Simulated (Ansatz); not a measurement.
Relaxation of a periodic cell of 17 atoms, LiMo₁₆ (host Mo, host structure bcc, interstitial Li), to a largest force component of 0.03 eV/Å in at most 60 steps.

Level of theory: DFT PBEsol, scalar-relativistic, plane waves, PAW (Ansatz). Settings: cutoff 420 eV, k mesh 3x3x3, gaussian smearing 0.05 eV, no spin polarisation.

```xyz
17
Lattice="6.3000 0.0000 0.0000 0.0000 6.3000 0.0000 0.0000 0.0000 6.3000" Properties=species:S:1:pos:R:3
Mo 0.000 0.000 0.000
Mo 3.150 0.000 0.000
Mo 0.000 3.150 0.000
Mo 0.000 0.000 3.150
Mo 1.575 1.575 1.575
Mo 3.150 3.150 0.000
Mo 3.150 0.000 3.150
Mo 4.725 1.575 1.575
Mo 0.000 3.150 3.150
Mo 1.575 4.725 1.575
Mo 1.575 1.575 4.725
Mo 3.150 3.150 3.150
Mo 4.725 4.725 1.575
Mo 4.725 1.575 4.725
Mo 1.575 4.725 4.725
Mo 4.725 4.725 4.725
Li 3.194 2.370 1.578
```

Problem. Where does it end, and by what steps?

Solution. It converged. Limits of this set-up: coarse k mesh, a small cell, in which the defect meets its images, a typed lattice constant that wasn't relaxed here. After 8 steps the energy has fallen by 4.662 eV; Li17 moved furthest, 0.74 Å.

| step | energy less start (eV) | largest force component (eV/Å) | accepted |
| --- | --- | --- | --- |
| 0 | 0.0000 | 7.673 | yes |
| 1 | -3.0913 | 3.825 | yes |
| 2 | -3.8989 | 1.351 | yes |
| 3 | -4.0588 | 1.690 | yes |
| 4 | -4.4339 | 0.623 | yes |
| 5 | -4.5867 | 0.502 | yes |
| 6 | -4.6554 | 0.232 | yes |
| 7 | -4.6623 | 0.044 | yes |
| 8 | -4.6624 | 0.009 | yes |

```xyz
17
Lattice="6.3000 0.0000 0.0000 0.0000 6.3000 0.0000 0.0000 0.0000 6.3000" Properties=species:S:1:pos:R:3
Mo 0.003 -0.046 -0.001
Mo 3.153 -0.046 0.018
Mo 0.003 3.104 0.018
Mo 0.002 -0.046 3.151
Mo 1.528 1.480 1.575
Mo 3.152 3.105 -0.401
Mo 3.153 -0.046 3.133
Mo 4.777 1.480 1.575
Mo 0.003 3.104 3.133
Mo 1.528 4.728 1.575
Mo 1.504 1.455 4.726
Mo 3.152 3.104 3.550
Mo 4.777 4.729 1.575
Mo 4.801 1.456 4.726
Mo 1.504 4.753 4.725
Mo 4.801 4.753 4.725
Li 3.153 3.104 1.574
```

Whether the end is a true minimum wasn't checked by a vibrational analysis.

Run time: 64 s on 4 threads of AMD EPYC 7R13 Processor (Zen 3) (shared host), peak memory 1.1 GiB.
